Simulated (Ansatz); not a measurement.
Task: a relaxation of the ions of Sr₃Ca, space group Fm-3m, with Ansatz 0.2.0, Python API. Give the script and its output. Settings: LDA, PAW, the default cutoff (420 eV here), 4×4×4 k-points, Gaussian smearing of 0.1 eV.

```
Sr Ca
1.0
     0.00000    4.73045    4.73045
     4.73045    0.00000    4.73045
     4.73045    4.73045    0.00000
Sr Ca
3 1
Direct
  0.25000 0.25000 0.25000
  0.75000 0.75000 0.75000
  0.50000 0.50000 0.50000
  0.00000 0.00000 0.00000
```

`relax_sr3ca.py`
```python
import ansatz as az
from ase import Atoms
from ase.data import atomic_numbers
from ase.neighborlist import neighbor_list
import numpy as np
from pymatgen.core import Lattice, Structure
from pymatgen.io.ase import AseAtomsAdaptor
import spglib


def main() -> None:
    pmg_structure = Structure(
        Lattice([(0.0, 4.730452, 4.730452), (4.730452, 0.0, 4.730452), (4.730452, 4.730452, 0.0)]),
        ["Sr", "Sr", "Sr", "Ca"],
        [
            (0.25, 0.25, 0.25),
            (0.75, 0.75, 0.75),
            (0.5, 0.5, 0.5),
            (0.0, 0.0, 0.0),
        ],
    )
    sr3ca = az.Crystal.from_ase(AseAtomsAdaptor.get_atoms(pmg_structure))

    base = (
        sr3ca.move(1, to=(0.734145, 0.797564, 0.734145)).fix(2).calculation()
        .functional("lda")
        .occupations("gaussian")
        .kpoints(mesh=(4, 4, 4))
        .relax(force_tolerance=0.005)
    )
    steps = []


    def follow(event):
        if event["event"] != "relax_step":
            return
        row = event["data"]
        steps.append(row)
        print(f"step {row['step']:3d}  E = {row['lagrangian_ev']:.5f} eV  largest force component = {row['allowed_force_max_ev_ang']:.4f} eV/A")


    res = base.session().plan(threads=1).execute(on_event=follow)
    report = res.report

    first, last = steps[0], steps[-1]
    symbols = [site.symbol for site in res.lattice.sites]
    print(f"energy gained {first['lagrangian_ev'] - last['lagrangian_ev']:.4f} eV in {len(steps) - 1} steps")

    moved = np.linalg.norm(np.array(last["positions_ang"]) - np.array(first["positions_ang"]), axis=1)
    print("displacement by atom (A):", " ".join(f"{s}:{d:.3f}" for s, d in zip(symbols, moved)))

    fractions = [site.position_frac for site in res.lattice.sites]
    numbers = [atomic_numbers[s] for s in symbols]
    for tolerance in (1e-3, 1e-2, 1e-1):
        print(f"space group at {tolerance} A:", spglib.get_spacegroup((res.lattice.cell_ang, fractions, numbers), symprec=tolerance))

    final = Atoms(symbols, positions=last["positions_ang"], cell=res.lattice.cell_ang, pbc=True)
    i, j, d = neighbor_list("ijd", final, 4.5)
    print("neighbours within 1.15 times the shortest distance of each atom (A)")
    for atom in range(len(final)):
        near = [m for m in np.argsort(d) if i[m] == atom]
        shell = [m for m in near if d[m] < 1.15 * d[near[0]]]
        print(f"{symbols[atom]}{atom} ({len(shell)}):", ", ".join(f"{symbols[j[m]]} {d[m]:.3f}" for m in shell))

    energy = report["free_energy_ev"]
    print("Sr3Ca: {:.6f} eV = {:.6f} Ry = {:.6f} Ha".format(energy, energy / 13.605693, energy / 27.211386))
    print("Fermi level {:.4f} eV, {} k-points, {} symmetry operations".format(report["fermi_energy_ev"], report["n_kpoints"], report["n_symmetry_ops"]))

    used = report["setup"]
    print("cutoffs (eV):", used["ecut_ev"], used["ecutrho_ev"], " FFT grid:", used["fft_dense"])
    print("cell volume {:.3f} A^3, {} symmetry operations".format(used["cell_volume_ang3"], used["n_sym_ops"]))


if __name__ == "__main__":
    main()
```

Output of `python relax_sr3ca.py`:
```text
DeckWarning: the atoms were moved onto the symmetric positions of the space group found under crystal.symmetry.tolerance 1.0e-5 (fractional; no operation is sought that the atoms, as they stand in a [...]
DeckWarning: basis.ecutwfc = 420 eV, auto-derived from the records' recommended cutoffs: set by Sr (normal level)
step   1  E = -12105.22892 eV  largest force component = 0.2190 eV/A
step   2  E = -12105.26309 eV  largest force component = 0.1124 eV/A
step   3  E = -12105.27696 eV  largest force component = 0.0098 eV/A
step   4  E = -12105.27707 eV  largest force component = 0.0006 eV/A
energy gained 0.0481 eV in 3 steps
displacement by atom (A): Sr:0.000 Sr:0.259 Sr:0.000 Ca:0.001
space group at 0.001 A: R3m (160)
space group at 0.01 A: Fm-3m (225)
space group at 0.1 A: Fm-3m (225)
neighbours within 1.15 times the shortest distance of each atom (A)
Sr0 (8): Ca 4.096, Ca 4.096, Ca 4.096, Sr 4.097, Sr 4.097, Sr 4.097, Sr 4.097, Ca 4.098
Sr1 (8): Sr 4.095, Ca 4.097, Ca 4.097, Ca 4.097, Ca 4.097, Sr 4.097, Sr 4.097, Sr 4.097
Sr2 (8): Sr 4.095, Sr 4.097, Sr 4.097, Sr 4.097, Sr 4.097, Sr 4.097, Sr 4.097, Sr 4.097
Ca3 (8): Sr 4.096, Sr 4.096, Sr 4.096, Sr 4.097, Sr 4.097, Sr 4.097, Sr 4.097, Sr 4.098
Sr3Ca: -12105.277068 eV = -889.721462 Ry = -444.860731 Ha
Fermi level 4.7288 eV, 13 k-points, 6 symmetry operations
cutoffs (eV): 420.0 1680.0  FFT grid: [45, 45, 45]
cell volume 211.708 A^3, 6 symmetry operations
```
(Warnings from the package without file and line, shortened.)

Notes:
- Total energies depend on the potentials; only differences at equal settings carry meaning. A total without «per atom» is that of the cell as typed.
- For a metal this k-point mesh is coarse: on a finer one energies can move by several to tens of meV an atom and pressures by half a GPa or more, differences at one mesh by less.
- The zero of the levels is a convention of the potentials, so an absolute Fermi energy is no work function.
- Energies along a relaxation are free energies. A last row that repeats the one before re-solves the same geometry more tightly.
- This cell is a computed structure, which may not be the phase found in nature.
- Timing: 13 s on 1 thread of Arm Neoverse V2, on a shared host, peak memory 0.47 GiB.

(Lines on the test bed's own set-up are left out of the output.)
